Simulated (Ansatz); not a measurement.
# BCl2H2N: the cost of one run

Program: Ansatz 0.2.0. Level of theory: RKS BHLYP-D4/def2-SVP. These are calculated values, not measurements.

**1. The structure to begin with**

Bond lengths: B1–Cl2 1.860 Å, B1–Cl3 1.860 Å, B1–N4 1.550 Å, N4–H5 1.060 Å, N4–H6 1.060 Å. Angles: Cl2–B1–Cl3 120.0°, Cl2–B1–N4 120.0°, Cl3–B1–N4 120.0°, B1–N4–H5 120.0°, B1–N4–H6 120.0°, H5–N4–H6 120.0°.

Coordinates:

```xyz
6

B     0.0000    0.0000    0.0000
Cl    0.0000    0.0000    1.8600
Cl    1.6108    0.0000   -0.9300
N    -1.3423    0.0000   -0.7750
H    -2.0112   -0.8164   -0.6764
H    -1.5914    0.8164   -1.4036
```

**2. Relaxing the start**

input.yaml

```yaml
crystal:
  periodic: [false, false, false]
  atoms:
    - { symbol: B, position_ang: [0.0, 0.0, 0.0] }
    - { symbol: Cl, position_ang: [0.0, 0.0, 1.86] }
    - { symbol: Cl, position_ang: [1.6108, 0.0, -0.93] }
    - { symbol: "N", position_ang: [-1.3423, 0.0, -0.775] }
    - { symbol: H, position_ang: [-2.0112, -0.8164, -0.6764] }
    - { symbol: H, position_ang: [-1.5914, 0.8164, -1.4036] }
basis:
  gaussian: { orbitals: def2-SVP }
hamiltonian:
  xc: { name: BHLYP }
  dispersion: d4
relax:
  f_tol: 0.02
  max_steps: 40
```

Started as:

```sh
$ ansatz run input.yaml --threads 1 --pin off --max-ram 2048MiB --backend cpu --events-out ev --progress --plain --runs-dir out
```

Q: Estimate wall time and peak memory on 1 thread of Intel Xeon Platinum 8488C (Sapphire Rapids), shared host.

About 14 s, with a peak of 0.16 GiB.
